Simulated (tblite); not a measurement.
# H30S2Si25: the cost of one run

Computed with tblite 0.8.0 and PySCF 2.14.0 and routines of our own; the level stands in each step. Atoms count from 0.

## (1) The system as given

57 atoms, charge 0, multiplicity 1; geometry from: force field, distance geometry or constructed start.

## (2) Optimising the geometry with GFN2-xTB

What the job is given:

```
{"job": {"kind": "relax", "xc": "GFN2-xTB", "basis": "xTB"}, "charge": 0, "multiplicity": 1}
Si    -4.117200    -0.363300    -3.114300
Si    -4.203200    -0.553500     2.941000
Si    -4.111900    -0.416300     0.717200
Si    -4.158500     1.712500    -0.014600
Si    -4.311900     1.685300    -2.236100
Si     3.260100    -0.379700    -3.069100
Si     5.057800    -1.477200    -0.102000
Si     5.042200    -1.531700    -2.334100
Si    -0.447900    -0.353400    -3.075000
Si     1.389800    -1.385300    -0.082100
Si     1.394600    -1.379500    -2.329700
Si    -2.278200    -1.407100    -0.094000
Si    -2.296400    -1.394800    -2.331700
Si     3.278300    -0.468100     2.939000
Si     3.254400    -0.405400     0.702800
Si    -0.461100    -0.390200     2.948200
Si    -0.448800    -0.366000     0.699800
Si     1.390900    -1.321200     3.793000
Si    -2.291900    -1.343500     3.807400
Si     3.245200     1.716300    -0.018500
Si     3.378600     1.705900    -2.252500
Si    -0.459600     1.762000    -0.028900
Si    -0.463400     1.734200    -2.257900
Si     1.399700     2.778700     0.681200
Si    -2.319400     2.789700     0.681600
S      1.455900     2.521500    -2.816900
S     -2.397800     2.532000    -2.799200
H     -4.087600    -0.295900    -4.536300
H     -5.285000    -1.137100    -2.832900
H     -5.295800    -1.375700     3.351600
H     -4.500100     0.719900     3.509900
H     -5.260600    -1.086500     0.184700
H     -5.306500     2.360700     0.532800
H     -5.438700     2.400300    -2.723700
H      3.260800    -0.344200    -4.496100
H      6.251600    -0.854100     0.370800
H      5.121700    -2.801700     0.427300
H      6.248500    -0.996400    -2.872500
H      5.001700    -2.881800    -2.812500
H     -0.452200    -0.325500    -4.499800
H      1.376700    -2.743600     0.365200
H      1.393900    -2.734400    -2.786900
H     -2.250100    -2.760100     0.348900
H     -2.282200    -2.743600    -2.808900
H      4.399200    -1.211700     3.402500
H      3.500300     0.844100     3.456800
H     -0.466800     0.976300     3.360400
H      1.393200    -1.175900     5.216600
H      1.363100    -2.730200     3.594700
H     -2.292800    -1.186200     5.225300
H     -2.228600    -2.767000     3.629000
H      4.394000     2.384300     0.509700
H      4.502400     2.427100    -2.745400
H      1.417400     4.138400     0.240100
H      1.402400     2.878300     2.107500
H     -2.341600     4.143000     0.229400
H     -2.306600     2.889900     2.101200
```

Run with:

```console
$ OMP_NUM_THREADS=4 python large_run.py task.json out
```

The driver reads the jobs from task.json and runs them one after another.

**Question.** How long does this first job take on 4 threads of Arm Neoverse N1, shared host, and how much memory does it need?

About 35 s, with a peak of 0.18 GiB.
